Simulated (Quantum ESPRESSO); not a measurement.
A run of Quantum ESPRESSO 7.5 is set up as follows.

The input pw.in:

```
&CONTROL
  calculation = 'scf'
  prefix = 'pwscf'
  outdir = './tmp'
  pseudo_dir = './pseudo'
  tprnfor = .true.
  tstress = .true.
  disk_io = 'low'
/
&SYSTEM
  ibrav = 0
  nat = 4
  ntyp = 2
  ecutwfc = 60
  ecutrho = 440
  nbnd = 42
  occupations = 'smearing'
  smearing = 'fd'
  degauss = 0.00367493
/
&ELECTRONS
  conv_thr = 8d-10
  electron_maxstep = 120
  mixing_beta = 0.5
/
ATOMIC_SPECIES
Mo    95.9500 Mo_ONCV_PBE-1.0.oncvpsp.upf
Zn    65.3800 Zn_pbe_v1.uspp.F.UPF
CELL_PARAMETERS angstrom
   3.9431540000    0.0000000000    0.0000000000
   0.0000000000    3.9431540000    0.0000000000
   0.0000000000    0.0000000000    3.9431540000
ATOMIC_POSITIONS crystal
Mo     0.5000000000    0.5000000000    0.0000000000
Mo     0.5000000000    0.0000000000    0.5000000000
Mo     0.0000000000    0.5000000000    0.5000000000
Zn     0.0000000000    0.0000000000    0.0000000000
K_POINTS automatic
7 7 7 0 0 0
```

The input pp_density.in:

```
&INPUTPP
  prefix = 'pwscf'
  outdir = './tmp'
  filplot = 'density.dat'
  plot_num = 0
/
&PLOT
  nfile = 1
  filepp(1) = 'density.dat'
  iflag = 3
  output_format = 6
  fileout = 'density.cube'
/
```

pp_potential.in

```
&INPUTPP
  prefix = 'pwscf'
  outdir = './tmp'
  filplot = 'potential.dat'
  plot_num = 11
/
&PLOT
  nfile = 1
  filepp(1) = 'potential.dat'
  iflag = 3
  output_format = 6
  fileout = 'potential.cube'
/
```

Potentials or basis: SSSP 1.3 efficiency PBE.

The run is started by

```sh
$ OMP_NUM_THREADS=1 pw.x -in pw.in > pw.out
$ OMP_NUM_THREADS=1 pp.x -in pp_density.in > pp_density.out
$ OMP_NUM_THREADS=1 pp.x -in pp_potential.in > pp_potential.out
```

(1) Predict the pressure.

(2) Estimate the band gap on the k mesh.

Results:

(1) -1.5 GPa.

(2) none (metal or under the smearing width).
